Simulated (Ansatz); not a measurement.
ScIr₂, space group Fd-3m: relaxations under a series of pressures, run with the Python package of Ansatz (0.2.0).

Contents of `scir2.xyz`:
```text
6
Lattice="0.0 3.674 3.674 3.674 0.0 3.674 3.674 3.674 0.0" Properties=species:S:1:pos:R:3 pbc="T T T"
Sc    0.00000000    0.00000000    0.00000000
Sc    1.83700000    1.83700000    1.83700000
Ir    4.59250000    4.59250000    4.59250000
Ir    4.59250000    2.75550000    2.75550000
Ir    2.75550000    2.75550000    4.59250000
Ir    2.75550000    4.59250000    2.75550000
```

The script, `compress.py`:
```python
import ansatz as az
import numpy as np

OCCUPATIONS = "cold"
WIDTH_EV = 0.15
K_LENGTH = 24

def edges_and_angles(cell):
    cell = np.asarray(cell)
    a, b, c = np.linalg.norm(cell, axis=1)
    cosines = cell[1] @ cell[2] / (b * c), cell[0] @ cell[2] / (a * c), cell[0] @ cell[1] / (a * b)
    return (a, b, c, *np.degrees(np.arccos(cosines)))

crystal = az.Crystal.from_extxyz("scir2.xyz")

job = (
    crystal.calculation()
    .pseudopotentials("paw")
    .occupations(OCCUPATIONS, width=WIDTH_EV)
    .functional(az.Functional.PBESOL)
    .kpoints(length=K_LENGTH)
    .basis(16 * az.Ha)
)

rows = []
for pressure in [0, 2, 4, 6, 8]:
    result = job.relax(cell=True, pressure=pressure, max_steps=40).run(threads=1, backend="cpu")
    cell = result.lattice.cell_ang
    n_atoms = len(result.lattice.sites)
    volume = abs(np.linalg.det(cell)) / n_atoms
    enthalpy = result.report["free_energy_ev"] / n_atoms + pressure * volume / 160.21766
    rows.append((pressure, volume, enthalpy, *edges_and_angles(cell)))
    print(f"{pressure} GPa done: {volume:.4f} A^3/atom")

print(" P (GPa)  V (A^3/atom)  H (eV/atom)     a       b       c")
for row in rows:
    print("{:8.1f} {:12.4f} {:14.5f} {:7.4f} {:7.4f} {:7.4f}".format(*row[:6]))
p, v = np.array([row[0] for row in rows], float), np.array([row[1] for row in rows])
print("mean bulk modulus between rows (GPa):", np.round(-np.diff(p) / np.diff(np.log(v)), 1))
```

Its results, one of them left out:

| P (GPa) | relaxed V (Å³/atom) |
| --- | --- |
| 0 | 16.373 |
| 2 | 16.238 |
| 4 | 16.108 |
| 6 | ? |
| 8 | 15.870 |

What volume does the cell relax to at 6 GPa?

Murnaghan's form V = V0 (1 + B' P / B0)^(-1/B') through the 4 rows shown gives V0 = 16.373 Å³, B0 = 235.0 GPa and B' = 5.52, and so 15.986 Å³ an atom at 6 GPa. The run gave 15.986 Å³, 0.00 % away.

Notes:
- At a fixed pressure a relaxation lowers the enthalpy F + PV, while F alone can rise.
- The mesh is modest for a metal, so energies can be off by several to tens of meV an atom and pressures by half a GPa or more; differences at equal mesh fare better.
- Spin-orbit coupling, which matters for elements this heavy, is left out.
- The structure is a deposited one; some such entries were measured under pressure or heat, so a shift against it needn't be the functional's error alone.
- Symmetry holds the cell in this phase, whether or not it is the stable one at each pressure.
- It ran for 88 s on 1 thread of Arm Neoverse V2, on a shared host, peak memory 0.51 GiB.
